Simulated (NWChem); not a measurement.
# C2H8AlFSi (SMILES C[CH]([AlH2])[SiH2]F) at 4 levels

Wanted: a comparison of 4 runs (HF/STO-3G, HF/3-21G, B3LYP/6-31G*) of C2H8AlFSi. 

The calculation is run with NWChem 7.3.0.

## Step 1: The system as given

C2H8AlFSi: 13 atoms, total charge 0, spin state singlet. SMILES: `C[CH]([AlH2])[SiH2]F`. The shape is that of a PBE0-D4/def2-TZVP optimisation. This is one conformer, not always the lowest.

Bond lengths: C1–C2 1.532 Å, C2–Al3 2.028 Å, C2–Si4 1.823 Å, Al3–F5 2.066 Å, Si4–F5 1.699 Å, C1–H6 1.093 Å, C1–H7 1.093 Å, C1–H8 1.094 Å, C2–H9 1.095 Å, Al3–H10 1.587 Å, Al3–H11 1.588 Å, Si4–H12 1.481 Å, Si4–H13 1.482 Å. Some angles: C1–C2–Al3 115.7°, C1–C2–Si4 118.1°, Al3–C2–Si4 90.1°, C2–Al3–F5 80.3°, C2–Si4–F5 97.1°, Al3–F5–Si4 92.4°, C1–C2–H9 111.8°, Al3–C2–H9 108.9°, Si4–C2–H9 110.4°, C2–C1–H6 111.6°.

## Step 2: Energy and forces at HF/STO-3G (run 1)

run.py

```python
from ase import Atoms
from ase.calculators.nwchem import NWChem

system = Atoms(['C', 'C', 'Al', 'Si', 'F', 'H', 'H', 'H', 'H', 'H', 'H', 'H', 'H'], positions=[
    [-1.626600, 0.460800, -0.149900],
    [-0.339400, -0.326400, -0.415700],
    [0.581100, -1.086200, 1.223500],
    [1.168200, 0.610100, -0.832700],
    [2.098100, 0.114800, 0.499700],
    [-1.462200, 1.272100, 0.564300],
    [-2.402100, -0.179300, 0.278800],
    [-2.045200, 0.906000, -1.057200],
    [-0.499000, -1.133300, -1.138100],
    [1.220500, -2.535300, 1.125800],
    [0.206900, -0.413500, 2.611900],
    [1.992900, 0.189300, -1.989000],
    [1.127000, 2.086100, -0.706400],
])

calc = NWChem(
    label='a',
    theory='scf',
    memory='2200 mb',
    basis='STO-3G',
    basispar='spherical bse',
    scf={'nopen': '0', 'rhf': None, 'thresh': '1e-08', 'maxiter': '80'},
)
system.calc = calc

forces = system.get_forces()
e = system.get_potential_energy()
print(f"E = {e:.6f} eV")
print("forces (eV/A):")
for s, f in zip(system.symbols, forces):
    print(f"{s:2s} {f[0]:10.5f} {f[1]:10.5f} {f[2]:10.5f}")
print("dipole (e A):", system.get_dipole_moment().round(4))
```

Launch:

```bash
export ASE_NWCHEM_COMMAND="nwchem PREFIX.nwi > PREFIX.nwo"
python run.py
```

What it wrote:

```text
E = -19107.246424 eV
forces (eV/A):
C    -0.37122    0.26210   -0.03450
C     1.20909   -1.80764    1.49875
Al    0.96648    0.41642    0.36720
Si    1.84667    1.63815   -0.81005
F    -2.44790   -1.15874    0.05163
H    -0.02119   -0.16923   -0.19859
H     0.16794    0.09729   -0.14902
H     0.04479   -0.05975    0.18970
H    -0.18980    0.59141    0.27290
H    -0.97316    2.25969    0.11472
H     0.65368   -1.04716   -2.13294
H    -0.94560    0.49777    1.09349
H     0.06022   -1.52040   -0.26338
dipole (e A): [ 0.0687  0.2236 -0.3684]
```

The calculator wrote a.nwi:

```
title "a"

permanent_dir a

scratch_dir a

start a

geometry units angstrom nocenter noautosym noautoz
  C  -1.6266000000000000e+00 4.6079999999999999e-01 -1.4990000000000001e-01
  C  -3.3939999999999998e-01 -3.2640000000000002e-01 -4.1570000000000001e-01
  Al 5.8109999999999995e-01 -1.0862000000000001e+00 1.2235000000000000e+00
  Si 1.1681999999999999e+00 6.1009999999999998e-01 -8.3270000000000000e-01
  F  2.0981000000000001e+00 1.1480000000000000e-01 4.9969999999999998e-01
  H  -1.4621999999999999e+00 1.2721000000000000e+00 5.6430000000000002e-01
  H  -2.4020999999999999e+00 -1.7929999999999999e-01 2.7879999999999999e-01
  H  -2.0451999999999999e+00 9.0600000000000003e-01 -1.0571999999999999e+00
  H  -4.9900000000000000e-01 -1.1333000000000000e+00 -1.1380999999999999e+00
  H  1.2204999999999999e+00 -2.5352999999999999e+00 1.1257999999999999e+00
  H  2.0690000000000000e-01 -4.1349999999999998e-01 2.6118999999999999e+00
  H  1.9928999999999999e+00 1.8930000000000000e-01 -1.9890000000000001e+00
  H  1.1270000000000000e+00 2.0861000000000001e+00 -7.0640000000000003e-01
end

memory 2200 mb

basis spherical bse noprint
   * library STO-3G
end

scf
  nopen 0
  rhf
  thresh 1e-08
  maxiter 80
end

task scf gradient
```

a.nwo:

```text
Northwest Computational Chemistry Package (NWChem) 7.3.0
             --------------------------------------------------------

           Job information
           ---------------

    nwchem branch   = 7.3.0
    use scalapack   = T
    input           = a.nwi
    prefix          = a.
    data base       = a/a.db
    status          = startup
    nproc           =        1

           Memory information
           ------------------

    heap     =     72089598 doubles =      550.0 Mbytes
    stack    =     72089595 doubles =      550.0 Mbytes
    global   =    144179200 doubles =     1100.0 Mbytes (distinct from heap & stack)
    total    =    288358393 doubles =     2200.0 Mbytes
    verify   = yes
    hardfail = no

[... 147 lines left out ...]
 Convergence threshold     :          1.000E-08
[... 12 lines left out ...]
       Final RHF  results
[... 3 lines left out ...]
      One-electron energy =  -1566.808961213845
[... 1 line left out ...]
 Nuclear repulsion energy =    295.400036643919
[... 46 lines left out ...]
                       ROHF Final Molecular Orbital Analysis
[... 238 lines left out ...]
                         RHF ENERGY GRADIENTS

    atom               coordinates                        gradient
                 x          y          z           x          y          z
   1 C      -3.073828   0.870786  -0.283270    0.007219  -0.005097   0.000671
   2 C      -0.641373  -0.616807  -0.785559   -0.023513   0.035153  -0.029146
   3 Al      1.098120  -2.052620   2.312080   -0.018795  -0.008098  -0.007141
[... 9 lines of this table left out ...]
  13 H       2.129721   3.942157  -1.334902   -0.001171   0.029567   0.005122

                 ----------------------------------------
                 |  Time  |  1-e(secs)   |  2-e(secs)   |
                 ----------------------------------------
                 |  CPU   |       0.00   |       1.18   |
                 ----------------------------------------
                 |  WALL  |       0.00   |       1.18   |
                 ----------------------------------------

 Task  times  cpu:        6.1s     wall:        6.1s
 Total times  cpu:        6.1s     wall:        6.1s
```

Run time: 7.2 s. Hardware: 1 thread of AMD EPYC 7B13 (Zen 3), shared host; peak memory 0.1 GiB.

## Step 3: Energy and gradient at HF/3-21G (run 2)

c2h8alfsi.nw

```
start c2h8alfsi
memory total 2200 mb

geometry noautosym nocenter noautoz
  C     -1.626600     0.460800    -0.149900
  C     -0.339400    -0.326400    -0.415700
  Al     0.581100    -1.086200     1.223500
  Si     1.168200     0.610100    -0.832700
  F      2.098100     0.114800     0.499700
  H     -1.462200     1.272100     0.564300
  H     -2.402100    -0.179300     0.278800
  H     -2.045200     0.906000    -1.057200
  H     -0.499000    -1.133300    -1.138100
  H      1.220500    -2.535300     1.125800
  H      0.206900    -0.413500     2.611900
  H      1.992900     0.189300    -1.989000
  H      1.127000     2.086100    -0.706400
end

basis spherical bse
  * library 3-21G
end

scf
  thresh 1e-08
  maxiter 80
end

task scf gradient
```

Launch:

```bash
nwchem c2h8alfsi.nw > c2h8alfsi.out
```

What it wrote:

```text
[...]
  functions       =    69
[...]
  wavefunction    = RHF
[...]
         Total SCF energy =   -706.907677358453
      One-electron energy =  -1567.617439607807
      Two-electron energy =    565.309725605434
 Nuclear repulsion energy =    295.400036643920
        Time for solution =      4.8s
[...]
                         RHF ENERGY GRADIENTS
    atom               coordinates                        gradient
                 x          y          z           x          y          z
   1 C      -3.073828   0.870786  -0.283270    0.013339  -0.008077  -0.002704
   2 C      -0.641373  -0.616807  -0.785559    0.001379   0.016750   0.000430
   3 Al      1.098120  -2.052620   2.312080   -0.007082   0.001346  -0.007410
   4 Si      2.207578   1.152922  -1.573575   -0.015728  -0.026455   0.026371
   5 F       3.964834   0.216941   0.944296    0.008256   0.013311  -0.013754
   6 H      -2.763157   2.403920   1.066372    0.000085   0.003909   0.003366
   7 H      -4.539311  -0.338828   0.526856   -0.004696  -0.002486   0.002825
   8 H      -3.864868   1.712092  -1.997818   -0.002469   0.002693  -0.003943
   9 H      -0.942973  -2.141626  -2.150697    0.001493  -0.004524  -0.003955
  10 H       2.306411  -4.791022   2.127454   -0.000717   0.003828   0.000390
  11 H       0.390984  -0.781402   4.935775    0.001529  -0.001249  -0.003274
[...]
```

It took 7.2 s on 1 thread of AMD EPYC 7B13 (Zen 3), shared host; peak memory 0.098 GiB.

## Step 4: Energy and forces at B3LYP/6-31G(d) (spherical functions) (run 3)

run.py: that of step 2 with these lines changed.

```diff
@@ -20,8 +20,8 @@
 calc = NWChem(
-    label='a',
-    theory='scf',
+    label='c2h8alfsi',
+    theory='dft',
     memory='2200 mb',
-    basis='STO-3G',
+    basis='6-31G*',
     basispar='spherical bse',
-    scf={'nopen': '0', 'rhf': None, 'thresh': '1e-08', 'maxiter': '80'},
+    dft={'xc': 'b3lyp', 'mult': '1', 'grid': 'fine', 'convergence': 'energy 1e-08', 'iterations': '100', 'mulliken': None},
 )
@@ -30,4 +30,3 @@
 forces = system.get_forces()
-e = system.get_potential_energy()
-print(f"E = {e:.6f} eV")
+print(f"energy = {system.get_potential_energy():.6f} eV")
 print("forces (eV/A):")
```

Launch:

```bash
export ASE_NWCHEM_COMMAND="nwchem PREFIX.nwi > PREFIX.nwo"
python run.py
```

What it wrote:

```text
energy = -19397.543206 eV
forces (eV/A):
C    -0.16856    0.08289    0.02751
C     0.01286   -0.20954   -0.02047
Al    0.09863   -0.04700    0.13735
Si    0.06757    0.35306   -0.47056
F     0.22677   -0.19278    0.43272
H     0.00432    0.09097    0.06726
H    -0.10104   -0.06135    0.03852
H    -0.07410    0.06088   -0.10264
H    -0.04952   -0.06963   -0.07199
H     0.01203   -0.06202    0.00612
H    -0.01172    0.00365    0.05847
H     0.00072    0.00417   -0.06649
H    -0.01795    0.04664   -0.03579
dipole (e A): [-0.1402  0.2396 -0.4389]
```

The calculator wrote c2h8alfsi.nwi:

```
title "c2h8alfsi"

permanent_dir c2h8alfsi

scratch_dir c2h8alfsi

start c2h8alfsi

geometry units angstrom nocenter noautosym noautoz
  C  -1.6266000000000000e+00 4.6079999999999999e-01 -1.4990000000000001e-01
  C  -3.3939999999999998e-01 -3.2640000000000002e-01 -4.1570000000000001e-01
  Al 5.8109999999999995e-01 -1.0862000000000001e+00 1.2235000000000000e+00
  Si 1.1681999999999999e+00 6.1009999999999998e-01 -8.3270000000000000e-01
  F  2.0981000000000001e+00 1.1480000000000000e-01 4.9969999999999998e-01
  H  -1.4621999999999999e+00 1.2721000000000000e+00 5.6430000000000002e-01
  H  -2.4020999999999999e+00 -1.7929999999999999e-01 2.7879999999999999e-01
  H  -2.0451999999999999e+00 9.0600000000000003e-01 -1.0571999999999999e+00
  H  -4.9900000000000000e-01 -1.1333000000000000e+00 -1.1380999999999999e+00
  H  1.2204999999999999e+00 -2.5352999999999999e+00 1.1257999999999999e+00
  H  2.0690000000000000e-01 -4.1349999999999998e-01 2.6118999999999999e+00
  H  1.9928999999999999e+00 1.8930000000000000e-01 -1.9890000000000001e+00
  H  1.1270000000000000e+00 2.0861000000000001e+00 -7.0640000000000003e-01
end

memory 2200 mb

basis spherical bse noprint
   * library 6-31G*
end

dft
  xc b3lyp
  mult 1
  grid fine
  convergence energy 1e-08
  iterations 100
  mulliken
end

task dft gradient
```

c2h8alfsi.nwo:

```text
Northwest Computational Chemistry Package (NWChem) 7.3.0
             --------------------------------------------------------

           Job information
           ---------------

    nwchem branch   = 7.3.0
    use scalapack   = T
    input           = c2h8alfsi.nwi
    prefix          = c2h8alfsi.
    data base       = c2h8alfsi/c2h8alfsi.db
    status          = startup
    nproc           =        1

           Memory information
           ------------------

    heap     =     72089598 doubles =      550.0 Mbytes
    stack    =     72089595 doubles =      550.0 Mbytes
    global   =    144179200 doubles =     1100.0 Mbytes (distinct from heap & stack)
    total    =    288358393 doubles =     2200.0 Mbytes
    verify   = yes
    hardfail = no

[... 118 lines left out ...]
  convergence criterion.
[... 42 lines left out ...]
          Spatial weights used:  Erf1
[... 89 lines left out ...]
         Total DFT energy =     -712.846570515682
[... 3 lines left out ...]
 Nuclear repulsion energy =      295.400036643919
[... 727 lines left out ...]
          Convergence on gradient requested:  5.00D-04
[... 29 lines left out ...]
          total energy or number of iterations.
[... 26 lines left out ...]
                         DFT ENERGY GRADIENTS

    atom               coordinates                        gradient
                 x          y          z           x          y          z
   1 C      -3.073828   0.870786  -0.283270    0.003278  -0.001612  -0.000535
   2 C      -0.641373  -0.616807  -0.785559   -0.000250   0.004075   0.000398
   3 Al      1.098120  -2.052620   2.312080   -0.001918   0.000914  -0.002671
[... 9 lines of this table left out ...]
  13 H       2.129721   3.942157  -1.334902    0.000349  -0.000907   0.000696

                 ----------------------------------------
                 |  Time  |  1-e(secs)   |  2-e(secs)   |
                 ----------------------------------------
                 |  CPU   |       0.01   |      10.14   |
                 ----------------------------------------
                 |  WALL  |       0.01   |      10.14   |
                 ----------------------------------------

 Task  times  cpu:       38.5s     wall:       38.5s
 Total times  cpu:       38.5s     wall:       38.5s
```

Run time: 40 s. Hardware: 1 thread of AMD EPYC 7B13 (Zen 3), shared host; peak memory 0.13 GiB.

## Step 5: Energy and gradient at B3LYP/6-31G(d) (Cartesian functions) (run 4)

m1.nw

```
start m1
title "C2H8AlFSi gradient"
memory 2200 mb
charge 0
geometry noautosym nocenter noautoz
  C     -1.626600     0.460800    -0.149900
  C     -0.339400    -0.326400    -0.415700
  Al     0.581100    -1.086200     1.223500
  Si     1.168200     0.610100    -0.832700
  F      2.098100     0.114800     0.499700
  H     -1.462200     1.272100     0.564300
  H     -2.402100    -0.179300     0.278800
  H     -2.045200     0.906000    -1.057200
  H     -0.499000    -1.133300    -1.138100
  H      1.220500    -2.535300     1.125800
  H      0.206900    -0.413500     2.611900
  H      1.992900     0.189300    -1.989000
  H      1.127000     2.086100    -0.706400
end
basis
  * library 6-31G*
end
dft
  xc b3lyp
  grid fine
  convergence energy 1e-08
  iterations 100
  mulliken
end
task dft gradient
```

Launch:

```bash
nwchem m1.nw > m1.out
```

What it wrote:

```text
[...]
          Wavefunction type:  closed shell.
          No. of atoms     :    13
          No. of electrons :    56
[...]
          Charge           :     0
          Spin multiplicity:     1
[...]
          AO basis - number of functions:    99
[...]
              XC Information
              --------------
                         B3LYP Method XC Potential
                     Hartree-Fock (Exact) Exchange  0.200
                        Slater Exchange Functional  0.800 local
                    Becke 1988 Exchange Functional  0.720 non-local
              Lee-Yang-Parr Correlation Functional  0.810
                  VWN I RPA Correlation Functional  0.190 local
[...]
 d= 0,ls=0.0,diis     1   -712.7906983560 -1.01D+03  1.08D-02  5.98D-01     4.2
[...]
 d= 0,ls=0.0,diis     8   -712.8520583213 -7.29D-09  5.20D-06  2.76D-07    26.6
         Total DFT energy =     -712.852058321272
      One electron energy =    -1573.057469968800
           Coulomb energy =      628.810518100852
    Exchange-Corr. energy =      -64.005143097244
 Nuclear repulsion energy =      295.400036643920
[...]
  wavefunction    = closed shell
                         DFT ENERGY GRADIENTS
    atom               coordinates                        gradient
                 x          y          z           x          y          z
   1 C      -3.073828   0.870786  -0.283270    0.003195  -0.001570  -0.000504
   2 C      -0.641373  -0.616807  -0.785559   -0.000420   0.003942   0.000313
   3 Al      1.098120  -2.052620   2.312080   -0.001817   0.001034  -0.002798
   4 Si      2.207578   1.152922  -1.573575   -0.001472  -0.006645   0.008743
   5 F       3.964834   0.216941   0.944296   -0.004114   0.003552  -0.007917
   6 H      -2.763157   2.403920   1.066372   -0.000068  -0.001737  -0.001282
   7 H      -4.539311  -0.338828   0.526856    0.001940   0.001167  -0.000731
   8 H      -3.864868   1.712092  -1.997818    0.001426  -0.001158   0.001952
   9 H      -0.942973  -2.141626  -2.150697    0.000952   0.001316   0.001392
  10 H       2.306411  -4.791022   2.127454   -0.000190   0.001134  -0.000121
  11 H       0.390984  -0.781402   4.935775    0.000222  -0.000027  -0.001063
[...]
```

It took 40 s on 1 thread of AMD EPYC 7B13 (Zen 3), shared host; peak memory 0.13 GiB.

## Step 6: All runs side by side

| run | level | iteration cap | module | energy (Eh) | dipole moment (D) | HOMO energy (eV) | LUMO energy (eV) | wall time |
| --- | --- | --- | --- | --- | --- | --- | --- | --- |
| 1 | HF/STO-3G | 80 | scf | -702.178360 | 2.10 | -7.47 | 10.15 | 7.2 s |
| 2 | HF/3-21G | 80 | scf | -706.907677 | 2.91 | -9.99 | 2.60 | 7.2 s |
| 3 | B3LYP/6-31G* (spherical functions) | 100 | dft | -712.846571 | 2.49 | -6.88 | -0.83 | 40 s |
| 4 | B3LYP/6-31G* (Cartesian functions) | 100 | dft | -712.852058 | 2.49 | -6.89 | -0.85 | 40 s |

## Step 7: What came out

| quantity | value |
| --- | --- |
| run 4: total energy | -712.85206 Eh |
| run 4: dipole moment | 2.49 D |
| run 4: HOMO energy | -6.89 eV |
| run 4: LUMO energy | -0.85 eV |
| run 4: HOMO–LUMO gap | 6.03 eV |
| run 4: largest force on an atom | 0.570 eV/Å |

The dipole moment (its size) runs from 2.10 D (HF/STO-3G) to 2.91 D (HF/3-21G). The HOMO–LUMO gap runs from 6.03 eV (B3LYP/6-31G*) to 17.62 eV (HF/STO-3G). The two ends differ in method and basis. In run 1 the basis is minimal, so the values are rough. All runs together took 94 s, the longest 40 s.
